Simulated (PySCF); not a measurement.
# The bond of MgBe, level by level

One table from this session's results is given with a row withheld; the runs are named, their logs left out.

Computed with PySCF 2.14.0. Level: Mg 6-311G(d,p), Be 6-311G(d,p), no relativity.

Set-up of the first run:

The job is set up so:

```json
{
 "atoms": "Mg, Be",
 "charge": "0",
 "basis": "Mg 6-311G(d,p), Be 6-311G(d,p)",
 "Hamiltonian": "no relativity",
 "basis functions": "44",
 "electrons treated": "16",
 "masses in u": "23.9850, 9.0122",
 "levels": "PBE0, PBE, r²SCAN, M06-L, LDA, M06, HSE06, HF, MP2, SCS-MP2, CCSD, CCSD(T)",
 "grid": "80 radial by 434 angular points",
 "occupations": "held fixed by the projection of orbital angular momentum",
 "dissociation limit": "Mg + Be, each in its ground configuration",
 "starting distance in angstrom": "2.315",
 "values of 2S to try": "0, 2"
}
```

The run is started by

```sh
> OMP_NUM_THREADS=1 python dia.py task.json out
```

Among the steps run: Input; The PBE0 curve of the state that the search chose; Excited determinants; PBE; r²SCAN (meta-GGA); M06-L; LDA (local density); M06; HSE06; RHF; Correlated methods on the Hartree–Fock reference.

One of the session's tables, all rows but one given; the rest of the session is left out.

| level | Re (Å) | ωe (cm⁻¹) | De (eV) | μ (D) |
| --- | --- | --- | --- | --- |
| LDA | 2.892 | 215.7 | 0.345 | -0.70 |
| PBE | 2.956 | 198.0 | 0.248 | -0.69 |
| r²SCAN | ? | ? | ? | ? |
| M06-L | 2.938 | 192.9 | 0.192 | -0.74 |
| PBE0 | 3.048 | 168.8 | 0.171 | -0.52 |
| M06 | 3.095 | 145.1 | 0.150 | -0.44 |
| HSE06 | 3.038 | 171.1 | 0.181 | -0.54 |

Q: Estimate the row for r²SCAN from the others.

The run gave: Re (Å): 2.989; ωe (cm⁻¹): 192.6; De (eV): 0.215; μ (D): -0.59. In the column «Re (Å)» it lies between PBE (2.956) and HSE06 (3.038).

De is counted to Mg + Be in their ground configurations. No constants: RHF (no minimum is bracketed among the points kept); RHF-MP2 (no minimum is bracketed among the points kept); RHF-SCS-MP2 (no minimum is bracketed among the points kept); RHF-CCSD (no minimum is bracketed among the points kept); RHF-CCSD(T) (no minimum is bracketed among the points kept).

Limits of these values: The bond is weak, and basis-set superposition, which was not computed, may be a sizeable part of it.
